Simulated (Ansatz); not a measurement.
the Ba-Sr system, a small convex hull

With the Ansatz DFT code, driven from Python.

The cells in order, each with its output:

**Cell 1**
```python
from collections import Counter
import warnings

import ansatz
from ase import Atoms
import numpy as np
from scipy.spatial import ConvexHull
```

**Cell 2**
```python
config = {
    'tolerance': 1e-08,
    'functional': 'pbesol',
    'cutoff_ev': 520,
    'kspacing': 0.33,
    'filling': 'cold',
    'smearing_width': 0.1,
}
```

**Cell 3**
```python
def solve(name, crystal):
    calc = (
        crystal.calculation()
        .scf(tolerance=config['tolerance'])
        .functional(config['functional'])
        .basis(config['cutoff_ev'])  # cutoff of the orbital basis
        .kpoints(spacing=config['kspacing'])  # sampling of the Brillouin zone
        .occupations(config['filling'], width=config['smearing_width'])  # smearing steadies the SCF of a metal
    )
    calc = calc.relax(force_tolerance=0.03, max_steps=40, cell=True)
    return calc.run()


def counts(outcome):
    return Counter(site.symbol for site in outcome.lattice.sites)

def formation_energy(outcome, mu):
    n = counts(outcome)
    return (outcome.report['energy_sigma0_ev'] - sum(k * mu[element] for element, k in n.items())) / sum(n.values())
```

**Cell 4**
```python
warnings.simplefilter('ignore', ansatz.DeckWarning)
```

**Cell 5**
```python
phases = {}
basr_cmmm = (
    ansatz.Lattice.from_parameters(4.278354, 4.278354, 6.920826, alpha=90.0, beta=90.0, gamma=108.20351)
    .atom('Ba', (0.0, 0.0, 0.0))
    .atom('Sr', (0.5, 0.5, 0.5))
)
phases['BaSr Cmmm'] = basr_cmmm
basr3_fm_3m = (
    ansatz.Lattice.from_parameters(6.894332, 6.894332, 6.894332, alpha=60.0, beta=60.0, gamma=60.0)
    .atom('Ba', (0.0, 0.0, 0.0))
    .atom('Sr', (0.25, 0.25, 0.25))
    .atom('Sr', (0.75, 0.75, 0.75))
    .atom('Sr', (0.5, 0.5, 0.5))
)
phases['BaSr3 Fm-3m'] = basr3_fm_3m
ba3sr_fm_3m = (
    ansatz.Lattice.fcc(10.025642)
    .space_group(225)
    .atom('Ba', (0.25, 0.75, 0.75))
    .atom('Ba', (0.5, 0.0, 0.0))
    .atom('Sr', (0.0, 0.0, 0.0))
    .primitive()
)
phases['Ba3Sr Fm-3m'] = ba3sr_fm_3m
atoms = Atoms(
    ['Ba'],
    scaled_positions=[
        (0.0, 0.0, 0.0),
    ],
    cell=[
        (-2.5065, 2.5065, 2.5065),
        (2.5065, -2.5065, 2.5065),
        (2.5065, 2.5065, -2.5065),
    ],
    pbc=True,
)
ba = ansatz.Crystal.from_ase(atoms)
phases['Ba'] = ba
sr = (
    ansatz.Lattice.from_parameters(4.302533, 4.302533, 4.302533, alpha=60.0, beta=60.0, gamma=60.0)
    .atom('Sr', (0.0, 0.0, 0.0))
)
phases['Sr'] = sr
```

**Cell 6**
```python
done = {name: solve(name, crystal) for name, crystal in phases.items()}
```

**Cell 7**
```python
# energy of one atom in its reference phase
references = {'Ba': 'Ba', 'Sr': 'Sr'}
mu = {element: done[name].report['energy_sigma0_ev'] / len(done[name].lattice.sites) for element, name in references.items()}
points = sorted((counts(o)['Sr'] / len(o.lattice.sites), formation_energy(o, mu), name) for name, o in done.items())
```

**Cell 8**
```python
xy = np.array([(x, e) for x, e, _ in points] + [(0.5, 10.0)])
hull = sorted(tuple(xy[i]) for i in ConvexHull(xy).vertices if xy[i, 1] < 5)
rows = [(name, x, e, e - np.interp(x, *zip(*hull))) for x, e, name in points]
print('| phase | x(Sr) | E_form (eV/atom) | above hull (eV/atom) |')
print('| --- | --- | --- | --- |')
for row in rows:
    print(f'| {row[0]} | {row[1]:.3f} | {row[2]:.4f} | {row[3]:.4f} |')
print('on the hull of these phases:', ', '.join(row[0] for row in rows if row[3] < 1e-6))
```
Output:
```text
| phase | x(Sr) | E_form (eV/atom) | above hull (eV/atom) |
| --- | --- | --- | --- |
| Ba | 0.000 | 0.0000 | 0.0000 |
| Ba3Sr Fm-3m | 0.250 | -0.0197 | 0.0000 |
| BaSr Cmmm | 0.500 | -0.0204 | 0.0000 |
| BaSr3 Fm-3m | 0.750 | -0.0206 | 0.0000 |
| Sr | 1.000 | 0.0000 | 0.0000 |
on the hull of these phases: Ba, Ba3Sr Fm-3m, BaSr Cmmm, BaSr3 Fm-3m, Sr
```

What to keep in mind:
- For the metals among these phases the mesh is modest: differences between phases can be off by up to 40 meV an atom.
- The program warned that this SCF threshold is loose for forces or stresses.
- These metals are very soft, so angles and axial ratios aren't settled by this mesh and stress tolerance.
- The cells come from databases of deposited and of computed structures, and not all need be stable phases.
- Differences under about 40 meV an atom lie within the error of mesh and functional, so such verdicts may flip; only the cells listed enter the hull.
- The script silences the warnings on its input, which a real study should read.
- The whole script took 36 s on 1 thread of Intel(R) Xeon(R) Platinum 8559C (Emerald Rapids), with other jobs on the host, peak memory 0.66 GiB.
